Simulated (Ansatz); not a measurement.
**GeN₄H₈: one species, many methods**

The task here is to estimate one member of a computed series from the others.

Computed with Ansatz 0.2.0, Gaussian basis. Level: functionals in def2-TZVPP, the program's frozen cores in correlated methods.

Levels to be run: LDA (SPW92), PBE-D4, revPBE-D4, BLYP-D4, r2SCAN-D4, B97M-V, PBE0-D4, B3LYP-D4, r2SCANh-D4, r2SCAN0-D4, HSE06-D4, BHLYP-D4, CAM-B3LYP-D4, LC-ωPBE, ωB97X-V, ωB97M-V, B2PLYP, PBE-QIDH; CCSD(T)/def2-SVP; CCSD(T)/def2-TZVPP; MP2/def2-QZVPP; extrapolation to the limit; RPA on PBE.

### The relaxed structure

All runs share one geometry, relaxed beforehand with PBE0-D4 in a triple-zeta def2 set.

SMILES `[NH2][Ge]([NH2])([NH2])[NH2]`, 13 atoms, charge 0, spin multiplicity 1.

Atoms are counted from 1 here; the program's logs count them from 0.

Bond lengths: N1–Ge2 1.834 Å, N1–H6 1.010 Å, N1–H7 1.010 Å, Ge2–N3 1.828 Å, Ge2–N4 1.834 Å, Ge2–N5 1.820 Å, N3–H8 1.011 Å, N3–H9 1.011 Å, N4–H10 1.010 Å, N4–H11 1.010 Å, N5–H12 1.006 Å, N5–H13 1.006 Å. Angles: Ge2–N1–H6 115.6°, Ge2–N1–H7 114.3°, H6–N1–H7 109.2°, N1–Ge2–N3 102.6°, N1–Ge2–N4 123.4°, N1–Ge2–N5 105.0°, N3–Ge2–N4 102.6°, N3–Ge2–N5 119.4°, N4–Ge2–N5 105.1°, Ge2–N3–H8 113.5°, Ge2–N3–H9 113.6°, H8–N3–H9 108.6°, Ge2–N4–H10 115.6°, Ge2–N4–H11 114.3°, H10–N4–H11 109.2°, Ge2–N5–H12 118.4°, Ge2–N5–H13 118.4°, H12–N5–H13 112.5°.

Set-up of the first run:

Contents of in.yaml:

```yaml
crystal:
  periodic: [false, false, false]
  atoms:
    - {symbol: N, position_ang: [-1.310196, 1.136832, 0.502023]}
    - {symbol: Ge, position_ang: [0.018564, -0.042530, 0.047335]}
    - {symbol: N, position_ang: [-0.464414, -1.555994, 0.951961]}
    - {symbol: N, position_ang: [0.279379, -0.662817, -1.658695]}
    - {symbol: N, position_ang: [1.570100, 0.802688, 0.485535]}
    - {symbol: H, position_ang: [-1.279111, 2.030346, 0.032966]}
    - {symbol: H, position_ang: [-2.243733, 0.757037, 0.433196]}
    - {symbol: H, position_ang: [0.187523, -2.319786, 0.838040]}
    - {symbol: H, position_ang: [-0.616297, -1.405454, 1.939704]}
    - {symbol: H, position_ang: [0.480486, 0.042387, -2.352650]}
    - {symbol: H, position_ang: [-0.457303, -1.264359, -1.999177]}
    - {symbol: H, position_ang: [2.340018, 0.756165, -0.160374]}
    - {symbol: H, position_ang: [1.515383, 1.690786, 0.955036]}
basis:
  gaussian: {orbitals: def2-TZVPP}
hamiltonian: {xc: lda}
output: {orbitals: {seedname: orbitals}}
```

Launch:

```
$ ansatz run in.yaml --threads 2 --pin off --events-out ev --progress --plain --max-ram 32768MiB --backend cuda --devices 0, --max-vram 18GiB
```

Among the steps run: LDA; PBE-D4 (GGA); revPBE-D4 (GGA); BLYP-D4 (GGA); r2SCAN-D4 (meta-GGA); B97M-V (meta-GGA); PBE0-D4 (hybrid); B3LYP-D4 (hybrid); r2SCANh-D4 (hybrid); r2SCAN0-D4 (hybrid); HSE06-D4 (hybrid); BHLYP-D4 (hybrid); CAM-B3LYP-D4 (range-separated); LC-ωPBE (range-separated); ωB97X-V (range-separated); ωB97M-V (range-separated); B2PLYP (double hybrid); PBE-QIDH (double hybrid).

One table of the session follows, with a row left open; its other results are not shown here.

It belongs to the step «Frontier levels by functional». 

```
  functional  HOMO (eV)  LUMO (eV)  gap (eV)
 LDA (SPW92)      -5.60      -0.50      5.11
      PBE-D4      -5.43      -0.36      5.07
   revPBE-D4      -5.36      -0.27      5.09
     BLYP-D4      -5.32      -0.40      4.92
   r2SCAN-D4      -5.75       0.27      6.02
      B97M-V      -5.83      -0.20      5.63
     PBE0-D4      -6.90       0.47      7.37
    B3LYP-D4      -6.65       0.11      6.76
  r2SCANh-D4      -6.30       0.52      6.82
  r2SCAN0-D4      -7.12       0.88      8.01
    HSE06-D4      -6.49       0.11      6.60
    BHLYP-D4          ?          ?         ?
CAM-B3LYP-D4      -8.35       1.22      9.57
     LC-ωPBE      -9.77       2.56     12.33
     ωB97X-V      -9.38       2.31     11.69
     ωB97M-V      -9.28       1.88     11.16
```

Estimate the missing values for BHLYP-D4.

Worked estimate for «HOMO (eV)». Against the share of exact exchange, BLYP-D4 (0, -5.32), B3LYP-D4 (0.2, -6.65) give a slope of -6.65 per unit share; at 0.5 the line stands at -8.64.

**Answer.** HOMO (eV): -8.29; LUMO (eV): 1.07; gap (eV): 9.35. In «HOMO (eV)» the line misses by -0.35.
